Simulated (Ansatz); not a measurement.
# Si16B: the cost of one run

All numbers below are computed with Ansatz 0.2.0 (DFT PBE, plane waves, PAW, scalar-relativistic, collinear spin).

## 1. The system as given

The cell holds 17 atoms (BSi16): a = 7.679 Å, b = 7.679 Å, c = 7.679 Å, α = 60.00°, β = 60.00°, γ = 60.00°.

The coordinates stand in the first input below.

## 2. Preparing the start

File input.yaml:

```yaml
accuracy: low
crystal:
  lattice:
    - [0.0, 5.43, 5.43]
    - [5.43, 0.0, 5.43]
    - [5.43, 5.43, 0.0]
  atoms:
    - { symbol: Si, position: [0.0, 0.0, 0.0] }
    - { symbol: Si, position: [0.125, 0.125, 0.125] }
    - { symbol: Si, position: [0.0, 0.0, 0.5] }
    - { symbol: Si, position: [0.125, 0.125, 0.625] }
    - { symbol: Si, position: [0.0, 0.5, 0.0] }
    - { symbol: Si, position: [0.125, 0.625, 0.125] }
    - { symbol: Si, position: [0.0, 0.5, 0.5] }
    - { symbol: Si, position: [0.125, 0.625, 0.625] }
    - { symbol: Si, position: [0.5, 0.0, 0.0] }
    - { symbol: Si, position: [0.625, 0.125, 0.125] }
    - { symbol: Si, position: [0.5, 0.0, 0.5] }
    - { symbol: Si, position: [0.625, 0.125, 0.625] }
    - { symbol: Si, position: [0.5, 0.5, 0.0] }
    - { symbol: Si, position: [0.625, 0.625, 0.125] }
    - { symbol: Si, position: [0.5, 0.5, 0.5] }
    - { symbol: Si, position: [0.625, 0.625, 0.625] }
    - { symbol: B, position: [0.0722249, 0.8099082, 0.3165522], spin: 1.0 }
magnetization:
  spin_polarized: true
basis:
  ecutwfc: 420.0
kpoints:
  mp_grid: { grid: [2, 2, 2] }
hamiltonian:
  xc: pbe
  pseudopotentials: { kind: paw, azcp: { folder: soft_1 } }
scf:
  occupations: { method: fermi_dirac, width: 0.05 }
  lower_state_search: "off"
relax:
  f_tol: 0.08
  max_steps: 25
  adjacent_minimum: "off"
output:
  write_density: true
  write_potential: true
  elf: true
  volumetric_format: npy
```

The run is started by

```console
ansatz run input.yaml --threads 1 --pin off --max-ram 3072MiB --backend cpu --events-out ev --progress --plain --runs-dir out
```

Q: Estimate wall time and peak memory on 1 thread of Arm Neoverse V1, shared host.

About 2.1 min, with a peak of 0.67 GiB.
